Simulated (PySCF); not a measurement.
**[Dy(NH3)6]3+: other functionals and bases at one geometry**

One table from this session's results is given with a row withheld; the runs are named, their logs left out.

The runs use PySCF 2.14.0; several levels, as the steps say, no spin–orbit coupling.

3 further runs of the same task are left out: 2 for a known fault of the program, 1 that didn't finish.

### Where the work starts

25 atoms, charge 3, spin multiplicity 1.

Bond lengths: Dy1–N2 2.546 Å, Dy1–N6 2.548 Å, Dy1–N10 2.544 Å, Dy1–N14 2.539 Å, Dy1–N18 2.547 Å, Dy1–N22 2.541 Å, N2–H3 1.039 Å, N2–H4 1.039 Å, N2–H5 1.039 Å, N6–H7 1.039 Å, N6–H8 1.040 Å, N6–H9 1.039 Å, N10–H11 1.039 Å, N10–H12 1.039 Å, N10–H13 1.040 Å, N14–H15 1.040 Å, N14–H16 1.040 Å, N14–H17 1.040 Å and more. Angles: N2–Dy1–N6 170.5°, N2–Dy1–N10 82.3°, N2–Dy1–N14 95.9°, N2–Dy1–N18 88.0°, N2–Dy1–N22 95.0°, N6–Dy1–N10 88.3°, N6–Dy1–N14 85.9°, N6–Dy1–N18 101.5°, N6–Dy1–N22 85.0°, N10–Dy1–N14 94.5°, N10–Dy1–N18 170.2°, N10–Dy1–N22 96.5°, N14–Dy1–N18 85.2°, N14–Dy1–N22 165.5°, N18–Dy1–N22 85.7°, Dy1–N2–H3 115.5°, Dy1–N2–H4 115.7°, Dy1–N2–H5 115.7° and more.

Geometry (Å):

```xyz
25
DyH18N6
Dy    0.0065   -0.0020    0.0034
N     0.1920   -0.0216    2.5425
H     0.7283    0.7652    2.9579
H    -0.7080    0.0181    3.0595
H     0.6551   -0.8555    2.9544
N     0.2410   -0.0264   -2.5336
H     0.7836   -0.8194   -2.9291
H    -0.6535   -0.0774   -3.0611
H     0.7061    0.8020   -2.9542
N     2.5451    0.0280    0.1618
H     2.9710   -0.7818    0.6551
H     3.0532    0.0364   -0.7446
H     2.9560    0.8417    0.6615
N    -0.2091    2.5179   -0.2243
H    -0.4447    3.0292    0.6499
H     0.6444    3.0114   -0.5546
H    -0.9374    2.8493   -0.8881
N    -2.5255    0.0230    0.2782
H    -2.9192    0.8462    0.7752
H    -3.0687    0.0115   -0.6081
H    -2.9299   -0.7770    0.8035
N    -0.2361   -2.5214   -0.2187
H    -0.4977   -3.0252    0.6523
H    -0.9553   -2.8444   -0.8955
H     0.6160   -3.0292   -0.5290
```

Formal oxidation states: Dy +3. Each metal's 9 4f electrons lie in its core potential, so multiplicities, spins and levels count the valence alone. An earlier session relaxed this geometry at BP86, Dy lcecp-1-SVP with ECP55, N def2-SVP, H def2-SVP (singlet, point group C1).

At BP86 on the finer grid: E = -375.487347 Eh, HOMO -19.78 eV, LUMO -13.54 eV, Mulliken charge on Dy1 +1.00 e, largest force component 0.022 eV/Å. 

Levels to run: PBE0; wB97X; M06-L; CAM-B3LYP; BP86, TZVP. Hardware: 4 threads of Intel Xeon 6975P-C (Granite Rapids), shared host.

The first run:

The input, run.py (the lines that set the calculation):

```python
mol = gto.M(atom='''
Dy     0.00651    -0.00197     0.00345
N      0.19204    -0.02162     2.54247
H      0.72827     0.76523     2.95788
H     -0.70804     0.01815     3.05954
H      0.65514    -0.85552     2.95442
N      0.24102    -0.02638    -2.53356
H      0.78359    -0.81939    -2.92905
H     -0.65351    -0.07735    -3.06106
H      0.70612     0.80204    -2.95419
N      2.54506     0.02802     0.16182
H      2.97104    -0.78177     0.65505
H      3.05323     0.03638    -0.74458
H      2.95596     0.84166     0.66155
N     -0.20912     2.51795    -0.22425
H     -0.44469     3.02921     0.64989
H      0.64445     3.01136    -0.55462
H     -0.93735     2.84931    -0.88808
N     -2.52548     0.02304     0.27821
H     -2.91919     0.84619     0.77524
H     -3.06868     0.01148    -0.60806
H     -2.92991    -0.77697     0.80355
N     -0.23611    -2.52138    -0.21865
H     -0.49768    -3.02518     0.65226
H     -0.95526    -2.84436    -0.89554
H      0.61605    -3.02916    -0.52898''',
    basis={'Dy': 'lcecp-1-SVP', 'N': 'def2-SVP', 'H': 'def2-SVP'},
    ecp={'Dy': 'lcecp-1-SVP'},
    charge=3, spin=0)
mf = dft.RKS(mol, xc='PBE0')
mf.grids.atom_grid = (75, 302)  # f atoms: unpruned, at least (60, 302)
mf = mf.density_fit()  # fitting sets: Dy AutoAux, N def2-universal-JKFIT, H def2-universal-JKFIT
mf.conv_tol = 1e-08; mf.max_cycle = 55
mf.kernel(dm0)  # dm0: the density of the relaxed state
```

Run with:

```sh
$ OMP_NUM_THREADS=4 python run.py
```

Steps of the session up to this table: PBE0; wB97X; M06-L; CAM-B3LYP; BP86, TZVP.

One of the session's tables, all rows but one given; the rest of the session is left out.

```
              level  HOMO (eV)  gap (eV)  charge on Dy1 (e)  largest force component (eV/Å)
BP86 (relaxed here)     -19.78      6.24               1.00                            0.02
               PBE0     -21.28      8.85               1.22                            0.44
              wB97X     -23.82     13.52               1.17                            0.47
              M06-L          ?         ?                  ?                               ?
          CAM-B3LYP     -22.73     11.46               1.15                            0.43
         BP86, TZVP     -19.80      6.25               1.75                            0.42
```

Estimate the missing values for M06-L.

As computed: HOMO (eV): -20.13; gap (eV): 7.06; charge on Dy1 (e): 1.41; largest force component (eV/Å): 0.43. In the column «HOMO (eV)» it lies between PBE0 (-21.28) and BP86, TZVP (-19.80).

In one basis the HOMO–LUMO gap runs from 6.24 eV (BP86) to 13.52 eV (wB97X). The largest leftover force, 0.47 eV/Å with wB97X, stands at a geometry relaxed at another level. With 4f in the core, its levels are missing from HOMO and gap, and its count is fixed, so no charge can pass from the ligands into it. Total energies of different levels can't be compared.
